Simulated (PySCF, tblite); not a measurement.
**C₄H₇BOSi: geometry, infrared bands and NMR shifts**

Aim: predict the infrared bands and NMR shifts of C₄H₇BOSi (`Bc1coc([SiH3])c1`).

Programs: tblite 0.8.0 and PySCF 2.14.0, with density-fitted response routines of our own. Each step states its level of theory. These are calculated values for one molecule in the gas phase, unless marked as measured. Atoms are numbered from 0 throughout.

**1. The starting structure**

14 atoms, charge 0, multiplicity 1; geometry from: force field or distance geometry start.

Bonds of the start (Å): B0–C1 1.54, C1–C2 1.40, C2–O3 1.30, O3–C4 1.30, C4–Si5 1.84, C4–C6 1.39, C6–C1 1.38, B0–H7 1.18, B0–H8 1.19, C2–H9 1.09, Si5–H10 1.47, Si5–H11 1.47, Si5–H12 1.46, C6–H13 1.08.

**2. Relaxing the molecule with GFN2-xTB**

The job: settings as JSON, then the geometry in Å.

```
{"job": {"kind": "relax", "xc": "GFN2-xTB", "basis": "xTB"}, "charge": 0, "multiplicity": 1}
B     -2.771900     0.365200    -0.180800
C     -1.303000     0.000200     0.128200
C     -0.846600    -0.863500     1.129600
O      0.454700    -0.920000     1.078300
C      0.887100    -0.152400     0.127500
Si     2.656300     0.049400    -0.331500
C     -0.174800     0.457200    -0.520700
H     -3.022400     1.121200    -1.055400
H     -3.654100    -0.100500     0.459500
H     -1.478700    -1.401500     1.835300
H      2.881200     1.405400    -0.850800
H      3.491100    -0.165300     0.865300
H      3.012000    -0.934500    -1.349800
H     -0.131500     1.138800    -1.356700
```

Run with:

```console
OMP_NUM_THREADS=1 python probes_run.py task.json out
```

This one command runs all jobs of the session in turn.

**Question.** This job is followed by: GFN2-xTB harmonic vibrations, gas phase; GIAO PBE0/pcSseg-1 NMR shielding, non-relativistic, gas phase. What will the session give for the following? strongest single infrared mode (GFN2-xTB); zero-point energy (GFN2-xTB); ¹³C shifts against TMS (PBE0/pcSseg-1); ¹H shifts against TMS (PBE0/pcSseg-1, means over atoms taken as alike); ¹¹B shifts against BF3·OEt2 (PBE0/pcSseg-1); ¹⁷O shifts against H2O (PBE0/pcSseg-1); ²⁹Si shifts against TMS (PBE0/pcSseg-1).

**Answer**, as computed:

| quantity | value |
| --- | --- |
| strongest single infrared mode (GFN2-xTB) | 791 cm⁻¹, 406 km/mol |
| zero-point energy (GFN2-xTB) | 58.0 kcal/mol |
| ¹³C shifts against TMS (PBE0/pcSseg-1) | 171.1, 154.1, 139.9, 136.9 ppm |
| ¹H shifts against TMS (PBE0/pcSseg-1, means over atoms taken as alike) | 8.37, 7.54, 7.20, 4.55 ppm |
| ¹¹B shifts against BF3·OEt2 (PBE0/pcSseg-1) | 66.0 ppm |
| ¹⁷O shifts against H2O (PBE0/pcSseg-1) | 341.8 ppm |
| ²⁹Si shifts against TMS (PBE0/pcSseg-1) | -86.4 ppm |

What this shows: The optimisation took 44 steps and gained 0.268 eV; among the close pairs (by a distance rule), O3–C4 changed most, from 1.296 to 1.365 Å. The lowest mode is slightly imaginary (6i cm⁻¹), a soft motion within the noise of the Hessian, so the minimum is not strictly shown. The strongest single mode, at 791 cm⁻¹, moves mainly H10 and H12. GFN2-xTB is a fitted tight-binding method: band positions and strengths are rough. Its intensities can rank the bands wrongly. At PBE0/pcSseg-1: Shielding is most anisotropic at O3 (span 385 ppm, paramagnetic term -405 ppm). NICS(1)zz of -26 ppm above the planar ring from C1 marks a diatropic (aromatic) ring current.
